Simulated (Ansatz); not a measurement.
Predict the output of the script below (the Ansatz DFT code, driven from Python).

Script `ch7b2n.py`:
```python
import itertools

import ansatz as az
from ase.data import atomic_numbers, covalent_radii
import numpy as np
import pandas as pd

config = {
    "basis": "def2-SVP",
    "xc": "HF",
}


def main() -> None:
    system = (
        az.Crystal.molecule()
        .atom("B", (1.7538, 0.0633, 0.9374))
        .atom("N", (1.0159, 0.2123, -0.3869))
        .atom("B", (-0.3464, -0.4522, -0.2375))
        .atom("C", (-1.6674, 0.3881, -0.4934))
        .atom("H", (1.3794, 0.6458, 1.8958))
        .atom("H", (2.6785, -0.6681, 1.0263))
        .atom("H", (1.5413, -0.3391, -1.1021))
        .atom("H", (-0.4262, -1.605, 0.0196))
        .atom("H", (-1.656, 0.791, -1.527))
        .atom("H", (-1.7174, 1.2278, 0.23))
        .atom("H", (-2.5556, -0.2638, -0.3623))
    )

    base = system.calculation()
    base = base.basis(gaussian=config["basis"])
    base = base.functional(config["xc"])
    symbols = [site.symbol for site in system.cartesian_sites]
    start = np.array([site.position_ang for site in system.cartesian_sites], dtype=float)
    def progress(event):
        if event["event"] == "relax_step":
            row = event["data"]
            print(f"step {row['step']:3d}  E = {row['lagrangian_ev']:.6f} eV  largest force component {row['allowed_force_max_ev_ang']:.4f} eV/A")


    report = base.relax(force_tolerance=0.005).session().plan().execute(on_event=progress).report
    end = np.array(report["positions_ang"])

    print(f"E = {report['free_energy_ev']:.6f} eV = {report['free_energy_ev'] / 27.211386246:.7f} Ha")
    print("converged:", report["converged"], " doubts:", report["published_state_doubts"] or "none")

    radius = [covalent_radii[atomic_numbers[s]] for s in symbols]
    span = lambda where, i, j: np.linalg.norm(where[i] - where[j])
    bonded = [(i, j) for i, j in itertools.combinations(range(len(symbols)), 2) if min(span(start, i, j), span(end, i, j)) < 1.2 * (radius[i] + radius[j])]
    print("pair        before    after (A)")
    for i, j in bonded:
        print(f"{symbols[i]}{i}-{symbols[j]}{j}".ljust(10), f"{span(start, i, j):8.4f} {span(end, i, j):8.4f}")

    charges = report["charge_distribution"]
    table = pd.DataFrame({"atom": symbols, "mulliken": charges["mulliken_charges_e"], "lowdin": charges["lowdin_charges_e"]})
    print(table.round(3).to_string())
    print("dipole (e A):", np.round(charges["dipole_moment_e_ang"], 4) + 0.0)
    with open("ch7b2n_opt.xyz", "w") as handle:
        handle.write(f"{len(symbols)}\nrelaxed CH7B2N\n")
        handle.writelines(f"{s:2s} {x:11.6f} {y:11.6f} {z:11.6f}\n" for s, (x, y, z) in zip(symbols, end))


if __name__ == "__main__":
    main()
```

`python ch7b2n.py` gives:
```text
step   1  E = -3963.847399 eV  largest force component 2.6867 eV/A
step   2  E = -3964.270568 eV  largest force component 1.3668 eV/A
step   3  E = -3964.514153 eV  largest force component 0.6768 eV/A
step   4  E = -3964.726333 eV  largest force component 0.7382 eV/A
step   5  E = -3964.940842 eV  largest force component 0.6817 eV/A
step   6  E = -3965.108259 eV  largest force component 0.5468 eV/A
step   7  E = -3965.267121 eV  largest force component 0.5508 eV/A
step   8  E = -3965.382527 eV  largest force component 0.3755 eV/A
step   9  E = -3965.446849 eV  largest force component 0.2205 eV/A
step  10  E = -3965.439300 eV  largest force component 0.5162 eV/A
step  11  E = -3965.464911 eV  largest force component 0.0665 eV/A
step  12  E = -3965.471500 eV  largest force component 0.0235 eV/A
step  13  E = -3965.463082 eV  largest force component 0.3364 eV/A
step  14  E = -3965.472114 eV  largest force component 0.0074 eV/A
step  15  E = -3965.472390 eV  largest force component 0.0301 eV/A
step  16  E = -3965.472115 eV  largest force component 0.0816 eV/A
step  17  E = -3965.472550 eV  largest force component 0.0075 eV/A
step  18  E = -3965.472654 eV  largest force component 0.0070 eV/A
step  19  E = -3965.472690 eV  largest force component 0.0085 eV/A
step  20  E = -3965.472679 eV  largest force component 0.0133 eV/A
step  21  E = -3965.472702 eV  largest force component 0.0024 eV/A
E = -3965.472702 eV = -145.7284339 Ha
converged: True  doubts: none
pair        before    after (A)
B0-N1        1.5233   1.4162
B0-H4        1.1824   1.1972
B0-H5        1.1823   1.2018
N1-B2        1.5231   1.4309
N1-H6        1.0448   1.0018
B2-C3        1.5864   1.5787
B2-H7        1.1838   1.2071
C3-H8        1.1094   1.0952
C3-H9        1.1095   1.0887
C3-H10       1.1095   1.0951
   atom  mulliken  lowdin
0     B     0.219  -0.090
1     N    -0.229   0.322
2     B     0.232  -0.215
3     C    -0.221   0.028
4     H    -0.098  -0.044
5     H    -0.098  -0.051
6     H     0.154   0.030
7     H    -0.089  -0.042
8     H     0.043   0.027
9     H     0.044   0.009
10    H     0.043   0.026
dipole (e A): [ 0.0513 -0.1241 -0.0813]
```

It writes `ch7b2n_opt.xyz`:
```text
11
relaxed CH7B2N
B     1.583713    0.289912    0.851739
N     0.984677   -0.582190   -0.089626
B    -0.344192   -0.599570   -0.619962
C    -1.493487    0.415235   -0.243512
H     0.961559    1.188603    1.340142
H     2.732953    0.115548    1.157085
H     1.583809   -1.303162   -0.442974
H    -0.584540   -1.470282   -1.420764
H    -1.842689    0.911978   -1.154951
H    -1.227677    1.178683    0.485664
H    -2.354226   -0.144654    0.137058
```

Caveats:
- Total energies depend on the basis set; only differences at equal settings carry meaning.
- The end point is the stationary point reached from this start; no frequency run checks that it is a minimum, and the basis set is modest.
- The Löwdin charges here are taken after orthogonalising the functions within each atom; they differ from plain Löwdin charges, and their signs can be unphysical.
- Timing: 60 s on 1 thread of Intel(R) Xeon(R) Platinum 8259CL CPU @ 2.50GHz (Skylake/Cascade Lake), on a shared host, peak memory 0.29 GiB.
